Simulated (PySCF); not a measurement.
# [HfO(H2O)3]2+: other functionals and bases at one geometry

Computed with PySCF 2.14.0. Level: several levels, as the steps say, no spin–orbit coupling.

## (1) Starting geometry

11 atoms, charge 2, spin multiplicity 1.

Bond lengths: Hf1–O2 1.711 Å, Hf1–O3 2.175 Å, Hf1–O6 2.174 Å, Hf1–O9 2.175 Å, O3–H4 0.979 Å, O3–H5 0.976 Å, O6–H7 0.976 Å, O6–H8 0.979 Å, O9–H10 0.979 Å, O9–H11 0.976 Å. Angles: O2–Hf1–O3 94.3°, O2–Hf1–O6 94.3°, O2–Hf1–O9 94.5°, O3–Hf1–O6 119.2°, O3–Hf1–O9 119.9°, O6–Hf1–O9 119.2°, Hf1–O3–H4 118.9°, Hf1–O3–H5 134.5°, H4–O3–H5 106.7°, Hf1–O6–H7 134.5°, Hf1–O6–H8 118.8°, H7–O6–H8 106.7°, Hf1–O9–H10 119.1°, Hf1–O9–H11 134.2°, H10–O9–H11 106.7°.

Coordinates:

```xyz
11
H6HfO4
Hf   -0.06315   -0.08128   -0.07653
O     0.87494    0.97910    0.88374
O    -1.01489   -1.04572    1.62532
H    -0.77916   -0.75047    2.52832
H    -1.67315   -1.75974    1.72717
O     1.66095   -1.02788   -1.00319
H     1.77996   -1.74035   -1.66011
H     2.55714   -0.72957   -0.74621
O    -1.09434    1.51510   -1.13435
H    -0.88206    2.44582   -0.91672
H    -1.77267    1.53909   -1.83620
```

Formal oxidation states: Hf +4. An earlier session relaxed this geometry at PBE0, Hf def2-SVP with ECP60, O def2-SVP, H def2-SVP (singlet, point group C3v).

At PBE0 on the finer grid: E = -351.479505 Eh, HOMO -18.32 eV, LUMO -10.00 eV, Mulliken charge on Hf1 +1.30 e, largest force component 0.019 eV/Å. 

Levels to run: BP86; M06-L; CAM-B3LYP; r2SCAN; PBE0, small-core/TZVP; PBE0, x2c-SVP. Hardware: 2 threads of Intel Xeon Platinum 8259CL at 2.50GHz (Skylake/Cascade Lake), shared host.

## (2) BP86

File run.py (the lines that set the calculation):

```python
mol = gto.M(atom='''
Hf    -0.06315    -0.08128    -0.07653
O      0.87494     0.97910     0.88374
O     -1.01489    -1.04572     1.62532
H     -0.77916    -0.75047     2.52832
H     -1.67315    -1.75974     1.72717
O      1.66095    -1.02788    -1.00319
H      1.77996    -1.74035    -1.66011
H      2.55714    -0.72957    -0.74621
O     -1.09434     1.51510    -1.13435
H     -0.88206     2.44582    -0.91672
H     -1.77267     1.53909    -1.83620''',
    basis={'Hf': 'def2-SVP', 'O': 'def2-SVP', 'H': 'def2-SVP'},
    ecp={'Hf': 'def2-SVP'},
    charge=2, spin=0)
mf = dft.RKS(mol, xc='B88,P86')
mf.grids.atom_grid = (75, 302)
mf = mf.density_fit()  # fitting sets: Hf def2-universal-JKFIT, O def2-universal-JKFIT, H def2-universal-JKFIT
mf.conv_tol = 1e-08; mf.max_cycle = 55
mf.kernel(dm0)  # dm0: the density of the relaxed state
```

Started as:

```console
> OMP_NUM_THREADS=2 python run.py
```

**Question.** How long does this run take on 2 threads of Intel Xeon Platinum 8259CL at 2.50GHz (Skylake/Cascade Lake), shared host?

About 23 s.
